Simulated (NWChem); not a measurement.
# C2H8GeS (SMILES C[S][GeH2][CH3]) at 3 levels

We compute a comparison of 3 runs (HF/def2-SVP, PBE/STO-3G, PBE0/def2-SVP) of C2H8GeS. 

The calculation is run with NWChem 7.3.0.

### 1 Starting point

The species is C2H8GeS (12 atoms), meant as a singlet with charge 0. SMILES: `C[S][GeH2][CH3]`. The shape is that of a PBE0-D4/def2-TZVP optimisation. This is one conformer, not always the lowest.

Bond lengths: C1–S2 1.814 Å, S2–Ge3 2.219 Å, Ge3–C4 1.952 Å, C1–H5 1.090 Å, C1–H6 1.091 Å, C1–H7 1.090 Å, Ge3–H8 1.537 Å, Ge3–H9 1.544 Å, C4–H10 1.092 Å, C4–H11 1.090 Å, C4–H12 1.091 Å. Some angles: C1–S2–Ge3 99.5°, S2–Ge3–C4 111.2°, S2–C1–H5 106.8°, S2–C1–H6 111.2°, S2–C1–H7 111.7°, S2–Ge3–H8 105.3°, S2–Ge3–H9 108.5°, C4–Ge3–H8 111.4°, C4–Ge3–H9 110.0°, Ge3–C4–H10 110.0°.

### 2 Energy and forces at HF/def2-SVP (run 1)

m1.nw reads:

```
start m1
title "C2H8GeS hf"
memory 2200 mb

geometry noautosym nocenter noautoz
   C     0.404200    2.019500    0.261900
   S    -0.755000    1.368300   -0.971400
   Ge   -1.062600   -0.668600   -0.146900
   C     0.582900   -1.715300   -0.219100
   H     0.598600    3.058000   -0.006000
   H    -0.027700    1.992700    1.263100
   H     1.349400    1.476500    0.251600
   H    -2.165300   -1.295700   -1.015500
   H    -1.543100   -0.538100    1.314300
   H     0.406100   -2.718100    0.174300
   H     0.927000   -1.792400   -1.250700
   H     1.362600   -1.241900    0.378600
end

basis spherical bse
   * library def2-SVP
end

scf
   thresh 1e-08
   maxiter 80
   print low
end

task scf gradient
```

On the command line:

```console
nwchem m1.nw > m1.out
```

Standard output:

```text
[...]
  functions       =   118
[...]
  wavefunction    = RHF
[...]
         Total SCF energy =  -2552.865119346678
      One-electron energy =  -4280.011244103744
      Two-electron energy =   1361.938642722323
 Nuclear repulsion energy =    365.207482034742
        Time for solution =     21.8s
[...]
                         RHF ENERGY GRADIENTS
    atom               coordinates                        gradient
                 x          y          z           x          y          z
   1 C       0.763827   3.816302   0.494919   -0.003813  -0.004729  -0.002995
   2 S      -1.426743   2.585712  -1.835680    0.002311  -0.001659   0.004148
   3 Ge     -2.008023  -1.263471  -0.277601    0.005954   0.004098  -0.001462
   4 C       1.101521  -3.241447  -0.414039   -0.000327   0.000877  -0.000128
   5 H       1.131190   5.778782  -0.011338   -0.000329   0.001071  -0.001013
   6 H      -0.052345   3.765657   2.386913   -0.001061  -0.000350   0.000970
   7 H       2.549996   2.790180   0.475455    0.000848  -0.001012  -0.000358
   8 H      -4.091824  -2.448518  -1.919017   -0.001149  -0.000143  -0.001307
   9 H      -2.916036  -1.016862   2.483667   -0.000417   0.000450   0.001942
  10 H       0.767418  -5.136464   0.329379   -0.000781   0.000150   0.000271
  11 H       1.751776  -3.387145  -2.363480   -0.000705   0.000511  -0.000276
[...]
```

Run time: 29 s. Hardware: 1 thread of Intel Xeon 6975P-C (Granite Rapids), shared host; peak memory 0.099 GiB.

### 3 Energy and gradient at PBE/STO-3G (run 2)

run.py reads:

```python
from ase import Atoms
from ase.calculators.nwchem import NWChem

mol = Atoms(['C', 'S', 'Ge', 'C', 'H', 'H', 'H', 'H', 'H', 'H', 'H', 'H'], positions=[
    [0.404200, 2.019500, 0.261900],
    [-0.755000, 1.368300, -0.971400],
    [-1.062600, -0.668600, -0.146900],
    [0.582900, -1.715300, -0.219100],
    [0.598600, 3.058000, -0.006000],
    [-0.027700, 1.992700, 1.263100],
    [1.349400, 1.476500, 0.251600],
    [-2.165300, -1.295700, -1.015500],
    [-1.543100, -0.538100, 1.314300],
    [0.406100, -2.718100, 0.174300],
    [0.927000, -1.792400, -1.250700],
    [1.362600, -1.241900, 0.378600],
])

calc = NWChem(
    label='c2h8ges',
    theory='dft',
    memory='2200 mb',
    basis='STO-3G',
    basispar='spherical bse',
    dft={'xc': 'xpbe96 cpbe96', 'mult': '1', 'grid': 'xfine', 'convergence': 'energy 1e-08', 'iterations': '100', 'mulliken': None},
)
mol.calc = calc

forces = mol.get_forces()
e = mol.get_potential_energy()
print(f"E = {e:.6f} eV")
print("forces (eV/A):")
for s, f in zip(mol.symbols, forces):
    print(f"{s:2s} {f[0]:10.5f} {f[1]:10.5f} {f[2]:10.5f}")
print("dipole (e A):", mol.get_dipole_moment().round(4))
```

On the command line:

```console
export ASE_NWCHEM_COMMAND="nwchem PREFIX.nwi > PREFIX.nwo"
python run.py
```

Standard output:

```text
E = -68743.161153 eV
forces (eV/A):
C    -0.35615   -0.18764   -0.30833
S    -0.56523   -0.73539   -0.36031
Ge   -0.94313   -0.74649    0.51509
C    -1.95064    1.15458    0.12552
H     0.19571    0.60267   -0.04823
H    -0.05348    0.03574    0.70165
H     0.65193   -0.25449    0.17921
H     1.59881    0.87263    1.27434
H     0.65599   -0.26138   -2.00567
H     0.05548   -0.46002    0.11313
H     0.28385   -0.14398   -0.40783
H     0.42691    0.12382    0.22137
dipole (e A): [ 0.0944 -0.0848  0.1365]
```

The calculator wrote c2h8ges.nwi:

```
title "c2h8ges"

permanent_dir c2h8ges

scratch_dir c2h8ges

start c2h8ges

geometry units angstrom nocenter noautosym noautoz
  C  4.0420000000000000e-01 2.0194999999999999e+00 2.6190000000000002e-01
  S  -7.5500000000000000e-01 1.3683000000000001e+00 -9.7140000000000004e-01
  Ge -1.0626000000000000e+00 -6.6859999999999997e-01 -1.4690000000000000e-01
  C  5.8289999999999997e-01 -1.7153000000000000e+00 -2.1909999999999999e-01
  H  5.9860000000000002e-01 3.0579999999999998e+00 -6.0000000000000001e-03
  H  -2.7699999999999999e-02 1.9926999999999999e+00 1.2630999999999999e+00
  H  1.3493999999999999e+00 1.4764999999999999e+00 2.5159999999999999e-01
  H  -2.1652999999999998e+00 -1.2957000000000001e+00 -1.0155000000000001e+00
  H  -1.5430999999999999e+00 -5.3810000000000002e-01 1.3143000000000000e+00
  H  4.0610000000000002e-01 -2.7181000000000002e+00 1.7430000000000001e-01
  H  9.2700000000000005e-01 -1.7924000000000000e+00 -1.2506999999999999e+00
  H  1.3626000000000000e+00 -1.2419000000000000e+00 3.7859999999999999e-01
end

memory 2200 mb

basis spherical bse noprint
   * library STO-3G
end

dft
  xc xpbe96 cpbe96
  mult 1
  grid xfine
  convergence energy 1e-08
  iterations 100
  mulliken
end

task dft gradient
```

c2h8ges.nwo, shortened:

```text
[...]
         Total DFT energy =    -2526.264597146535
[...]
  wavefunction    = closed shell
                         DFT ENERGY GRADIENTS
    atom               coordinates                        gradient
                 x          y          z           x          y          z
   1 C       0.763827   3.816302   0.494919    0.006926   0.003649   0.005996
   2 S      -1.426743   2.585712  -1.835680    0.010992   0.014301   0.007007
   3 Ge     -2.008023  -1.263471  -0.277601    0.018341   0.014517  -0.010017
[... 8 lines of this table left out ...]
  12 H       2.574941  -2.346851   0.715450   -0.008302  -0.002408  -0.004305
[...]
```

It took 23 s on 1 thread of Intel Xeon 6975P-C (Granite Rapids), shared host; peak memory 0.14 GiB.

### 4 Energy and forces at PBE0/def2-SVP (run 3)

c2h8ges.xyz reads:

```xyz
12

C      0.404200     2.019500     0.261900
S     -0.755000     1.368300    -0.971400
Ge    -1.062600    -0.668600    -0.146900
C      0.582900    -1.715300    -0.219100
H      0.598600     3.058000    -0.006000
H     -0.027700     1.992700     1.263100
H      1.349400     1.476500     0.251600
H     -2.165300    -1.295700    -1.015500
H     -1.543100    -0.538100     1.314300
H      0.406100    -2.718100     0.174300
H      0.927000    -1.792400    -1.250700
H      1.362600    -1.241900     0.378600
```

c2h8ges.nw reads:

```
start c2h8ges
memory 2200 mb

geometry noautosym nocenter noautoz
 load c2h8ges.xyz
end

basis spherical bse
 * library def2-SVP
end

dft
 xc pbe0
 mult 1
 grid fine
 convergence energy 1e-08
 iterations 100
 mulliken
 noprint "final vectors analysis"
end

task dft gradient
```

On the command line:

```console
nwchem c2h8ges.nw > c2h8ges.out
```

Standard output, shortened:

```text
[...]
          Wavefunction type:  closed shell.
          No. of atoms     :    12
          No. of electrons :    68
[...]
          Charge           :     0
          Spin multiplicity:     1
[...]
          AO basis - number of functions:   118
[...]
              XC Information
              --------------
                         PBE0 Method XC Functional
                     Hartree-Fock (Exact) Exchange  0.250
          PerdewBurkeErnzerhof Exchange Functional  0.750
            Perdew 1991 LDA Correlation Functional  1.000 local
           PerdewBurkeErnz. Correlation Functional  1.000 non-local
[...]
 d= 0,ls=0.0,diis     1  -2555.2557161863 -2.92D+03  6.53D-03  3.07D-01     3.8
[...]
 d= 0,ls=0.0,diis     8  -2555.2947674592  5.35D-09  2.75D-06  3.00D-07    24.2
         Total DFT energy =    -2555.294767459152
      One electron energy =    -4279.922772432312
           Coulomb energy =     1477.514314383866
    Exchange-Corr. energy =     -118.093791445449
 Nuclear repulsion energy =      365.207482034742
[...]
      Total Density - Mulliken Population Analysis
     ---------------------------------------------
[...]
  wavefunction    = closed shell
                         DFT ENERGY GRADIENTS
    atom               coordinates                        gradient
                 x          y          z           x          y          z
   1 C       0.763827   3.816302   0.494919    0.002643   0.001495   0.002568
   2 S      -1.426743   2.585712  -1.835680    0.001985  -0.001141   0.003402
   3 Ge     -2.008023  -1.263471  -0.277601    0.000062   0.001869  -0.000681
   4 C       1.101521  -3.241447  -0.414039    0.005264  -0.002767  -0.000237
   5 H       1.131190   5.778782  -0.011338   -0.001200  -0.005688   0.001283
   6 H      -0.052345   3.765657   2.386913    0.001879  -0.000219  -0.005963
   7 H       2.549996   2.790180   0.475455   -0.005736   0.002698  -0.000387
   8 H      -4.091824  -2.448518  -1.919017    0.000375   0.000201   0.000408
   9 H      -2.916036  -1.016862   2.483667    0.000280   0.000151  -0.000651
  10 H       0.767418  -5.136464   0.329379    0.000834   0.005483  -0.002103
  11 H       1.751776  -3.387145  -2.363480   -0.001984   0.000481   0.005654
[...]
```

Run time: 33 s. Hardware: 1 thread of Intel Xeon 6975P-C (Granite Rapids), shared host; peak memory 0.13 GiB.

### 5 Overview of the runs

```csv
run,level,iteration cap,module,energy (Eh),largest force (eV/Å),wall time
1,HF/def2-SVP,80,scf,-2552.865119,0.379,29 s
2,PBE/STO-3G,100,dft,-2526.264597,2.270,23 s
3,PBE0/def2-SVP,100,dft,-2555.294767,0.327,33 s
```

### 6 Summary of results

| quantity | value |
| --- | --- |
| run 3: total energy | -2555.29477 Eh |
| run 3: dipole moment | 1.96 D |
| run 3: largest force on an atom | 0.327 eV/Å |

In words: Totals of different functionals can't be ranked against each other. In run 2 the basis is minimal, so the values are rough. All runs together took 85 s, the longest 33 s.
